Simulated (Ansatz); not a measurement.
Predict the output of the script below (Ansatz's Python interface).

Script `nbte.py`:
```python
import warnings

import ansatz as az
import pandas as pd

warnings.simplefilter("ignore", az.DeckWarning)

nbte = (
    az.Lattice.of((3.70297, 0.0, 0.0), (-1.85149, 3.20687, 0.0), (0.0, 0.0, 3.69421))
    .atom("Nb", (0.0, 0.0, 0.5))
    .atom("Te", (2 / 3, 1 / 3, 0.0))
)

base = (
    nbte.calculation()
    .basis(16 * az.Ha)
    .functional(az.Functional.PBE, dispersion="d4")
    .initial_density(normalization="atom")
    .occupations(az.OccupationsMethod.METHFESSEL_PAXTON)
    .kpoints(density=4.3)
    .band_table()
)
typed = base.input()
rows = []
for value in [0.1, 0.3, 0.6]:
    edited = typed.set(az.key.scf.mixing.beta, value)
    r = az.Session.from_dict(edited).plan().execute().report
    rows.append((value, r["free_energy_ev"], r["n_iterations"], len(r["eigenvalues_ev"][0]) if "eigenvalues_ev" in r else 0))
print(pd.DataFrame(rows, columns=["beta", "F eV", "iterations", "bands listed"]).round(4).to_string(index=False))
print(edited.to_yaml())
```

```console
$ python nbte.py
 beta        F eV  iterations  bands listed
  0.1 -11533.4664           8            19
  0.3 -11533.4664           7            19
  0.6 -11533.4664           7            19
crystal:
  lattice:
    - [3.70297, 0.0, 0.0]
    - [-1.85149, 3.20687, 0.0]
    - [0.0, 0.0, 3.69421]
  atoms:
    - { symbol: Nb, position: [0.0, 0.0, 0.5] }
    - { symbol: Te, position: [0.6666666666666666, 0.3333333333333333, 0.0] }
basis:
  ecutwfc: 435.382179935808
kpoints:
  mp_grid:
    kspacing: 0.23255813953488372
hamiltonian:
  xc: pbe
  dispersion: d4
scf:
  occupations:
    method: methfessel_paxton
  initial_density:
    normalization: atom
  mixing:
    beta: 0.6
output:
  eigenvalues: true
```

What to keep in mind:
- These settings explore the input space; cutoff and mesh may be short of convergence.
- Dispersion corrections can be off by several per cent in the lattices of metals, and by several GPa in the pressure at a fixed cell.
- For a metal this k-point mesh is coarse: on a finer one energies can move by several to tens of meV an atom and pressures by half a GPa or more, differences at one mesh by less.
- The structure comes from a database of computed cells and needn't be a stable or known phase.
- It ran for 8.9 s on 1 thread of Intel(R) Xeon(R) 6975P-C (Granite Rapids), on a shared host, peak memory 0.46 GiB.

(Lines on the test bed's own set-up are left out of the output.)
